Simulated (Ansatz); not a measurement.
This script drives the Ansatz DFT code, driven from Python.

The script reads `c2h5brsi.xyz`:
```text
9

C    -0.42630    1.44290   -0.29640
C     0.42730    0.50220   -0.21340
Si    0.12220   -1.17910    0.44080
Br   -0.26470   -2.50480   -1.24370
H    -1.50350    1.36170   -0.00140
H    -0.20020    2.46850   -0.72790
H     1.47260    0.67860   -0.55160
H     1.42740   -1.65250    1.11100
H    -0.96620   -1.16390    1.46540
```

The script, `c2h5brsi.py`:
```python
import warnings

import ansatz as az

warnings.simplefilter("ignore", az.DeckWarning)

mol = az.Crystal.molecule_from_extxyz("c2h5brsi.xyz")

calculation = mol.calculation()
calculation = calculation.basis(gaussian="def2-TZVP")
calculation = calculation.functional("hf")
found = {}
for unpaired in [0, 2]:
    r = calculation.spin("collinear", total=unpaired).run(threads=1, backend="cpu").report
    s = unpaired / 2
    found[unpaired] = r["free_energy_ev"]
    print(f"2S+1 = {unpaired + 1}: E = {found[unpaired]:.5f} eV, <S^2> = {abs(r['mean_field']['state']['spin_squared']):.3f} (pure state {s * (s + 1):.2f})")
lowest = min(found, key=found.get)
for unpaired, e in found.items():
    print(f"multiplicity {unpaired + 1}: {(e - found[lowest]):.3f} eV above the lowest")
```

It is started by `python c2h5brsi.py`. How long does it take on 1 thread of Arm Neoverse V2, with other jobs on the host, and how much memory does it need?

It took about 49 s, with a peak of 0.85 GiB, for 2 runs of the engine.

`python c2h5brsi.py` gives:
```text
2S+1 = 1: E = -80002.95282 eV, <S^2> = 0.000 (pure state 0.00)
2S+1 = 3: E = -79999.08865 eV, <S^2> = 2.021 (pure state 2.00)
multiplicity 1: 0.000 eV above the lowest
multiplicity 3: 3.864 eV above the lowest
```

In order: multiplicity 1 (+0.00 eV) and multiplicity 3 (+3.86 eV), all at the one geometry.

Total energies depend on the basis set; only differences at equal settings carry meaning. The geometry is a force-field or estimated start, not a minimum of this method, and the basis set is short of its limit. All parts are taken at fixed geometry, without zero-point energy. Hartree-Fock leaves correlation out, so it favours high-spin states too much.
